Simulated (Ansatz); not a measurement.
**CW (+2): energies up the ladder**

The task, for CW (+2): energies up the ladder. Charge +2.

Method: the levels named in each step, in Ansatz 0.2.0.

**1. The structure to begin with**

Bond lengths: C1–W2 1.962 Å.

As a file:

```xyz
2

C     0.0000    0.0000    0.0000
W     0.0000    0.0000    1.9622
```

**2. A rough first relaxation, PBE-D4/def2-SVP**

Input file input.yaml:

```yaml
crystal:
  periodic: [false, false, false]
  atoms:
    - { symbol: C, position_ang: [0.0, 0.0, 0.0] }
    - { symbol: W, position_ang: [0.0, 0.0, 1.96222] }
total_charge: 2
basis:
  gaussian: { orbitals: def2-SVP }
hamiltonian:
  xc: pbe
  dispersion: d4
relax:
  f_tol: 0.03
  max_steps: 200
```

Run with:

```sh
$ ansatz run input.yaml --threads 2 --pin off --max-ram 5120MiB --backend cpu --events-out ev --progress --plain --runs-dir out
```

Further steps of the session: Relaxation, PBE0-D4/def2-TZVPP; Frequencies, PBE0-D4/def2-TZVPP; Single point, PBE-D4/def2-TZVPP; Single point, r2SCAN-D4/def2-TZVPP; Single point, B3LYP-D4/def2-TZVPP; Single point, wB97M-V/def2-TZVPP; Single point, B2PLYP/def2-TZVPP; Single point, LDA/def2-TZVPP; Single point, PBE0-D4/def2-SVP; Single point, PBE-D4/def2-SVP.

Before running it: what results should come out? Wanted: C1–W2 at PBE0-D4/def2-TZVPP; frequencies at PBE0-D4/def2-TZVPP; energy at PBE-D4/def2-SVP.

**Answer**, as computed:

| quantity | value |
| --- | --- |
| C1–W2 at PBE0-D4/def2-TZVPP | 1.654 Å |
| frequencies at PBE0-D4/def2-TZVPP | 1146 cm⁻¹ |
| energy at PBE-D4/def2-SVP | -2830.219 eV |

What this shows: No mode is imaginary, so the geometry is a minimum. These totals serve in differences with atoms or fragments at the same level; alone they don't rank the methods. Heavy atoms carry effective core potentials in def2 sets, and spin-orbit coupling is left out.
